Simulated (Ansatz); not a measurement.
# ClFGaHO: a ladder of functionals and wavefunction methods

Aim: compute ClFGaHO with functionals from several rungs and with coupled cluster, and see how far each lands from CCSD(T) at the basis-set limit for the atomisation energy.

Method: functionals in def2-TZVPP, the program's frozen cores in correlated methods; program: Ansatz 0.2.0, Gaussian basis.

The runs, in order: PBE-D4, r2SCAN-D4, PBE0-D4, B3LYP-D4, ωB97X-V, ωB97M-V, B2PLYP; CCSD(T)/def2-TZVPP; CCSD(T)/def2-QZVPP; extrapolation to the limit.

### Step 1. The geometry

The geometry comes from an earlier relaxation with PBE0-D4 in a triple-zeta def2 set; it is a stationary point.

SMILES `[OH][Ga]([F])[Cl]`, 5 atoms, charge 0, spin multiplicity 1.

Atoms are counted from 1 here; the program's logs count them from 0.

Bond lengths: O1–Ga2 1.761 Å, O1–H5 0.961 Å, Ga2–F3 1.733 Å, Ga2–Cl4 2.115 Å. Angles: Ga2–O1–H5 113.2°, O1–Ga2–F3 117.3°, O1–Ga2–Cl4 124.2°, F3–Ga2–Cl4 118.5°.

Coordinates:

```xyz
5
charge 0, multiplicity 1
O    -0.0423    0.7607   -1.1679
Ga    0.2864   -0.1869    0.2792
F     1.9469   -0.4775    0.6798
Cl   -1.2109   -0.9824    1.5430
H    -0.9801    0.8861   -1.3342
```

### Step 2. PBE-D4 (GGA)

The input, in.yaml:

```yaml
crystal:
  periodic: [false, false, false]
  atoms:
    - {symbol: O, position_ang: [-0.042274, 0.760731, -1.167865]}
    - {symbol: Ga, position_ang: [0.286449, -0.186908, 0.279229]}
    - {symbol: F, position_ang: [1.946856, -0.477505, 0.679757]}
    - {symbol: Cl, position_ang: [-1.210896, -0.982396, 1.543032]}
    - {symbol: H, position_ang: [-0.980135, 0.886068, -1.334153]}
basis:
  gaussian: {orbitals: def2-TZVPP}
hamiltonian: {xc: pbe, dispersion: d4}
output: {forces: true, orbitals: {seedname: orbitals}}
```

Run with:

```bash
ansatz run in.yaml --threads 2 --pin off --events-out ev --progress --plain --max-ram 22528MiB --backend cpu
```

After this run come: r2SCAN-D4 (meta-GGA); PBE0-D4 (hybrid); B3LYP-D4 (hybrid); ωB97X-V (range-separated); ωB97M-V (range-separated); B2PLYP (double hybrid); CCSD(T) in def2-TZVPP; CCSD(T) in def2-QZVPP.

Q: Predict the results of all the runs planned. Wanted: atomisation energy, CCSD(T)/CBS; farthest; mean size of error, hybrid; mean size of error, range-separated; gap, smallest and largest; T1 diagnostic; triples share of the correlation energy.

As calculated:

| quantity | value |
| --- | --- |
| atomisation energy, CCSD(T)/CBS | 17.482 eV |
| functionals within 0.175 eV (1.0 %) | PBE-D4, r2SCAN-D4, ωB97X-V |
| farthest | B3LYP-D4 (-0.603 eV) |
| mean size of error, hybrid | 0.521 eV |
| mean size of error, range-separated | 0.178 eV |
| gap, smallest and largest | 5.43 eV (PBE-D4), 12.59 eV (ωB97X-V) |
| T1 diagnostic | 0.0136 |
| triples share of the correlation energy | 3.6 % |

What this shows: PBE-D4 is off by +0.135 eV. Double hybrids carry the basis error of their MP2 part in triple zeta, and no dispersion term here, so their miss is partly the set-up's. Misses under about 0.175 eV are within the doubt on the reference itself, which lacks core-valence correlation, relativity and higher excitations, and its outer-core shells are covered unevenly. Hartree-Fock recovers 68 % of the binding; the rest is correlation. The gap grows from 5.4 to 12.6 eV across the functionals, mostly with the share of exact exchange. Correlated methods include outer-core shells of Ga, which these sets cover unevenly.
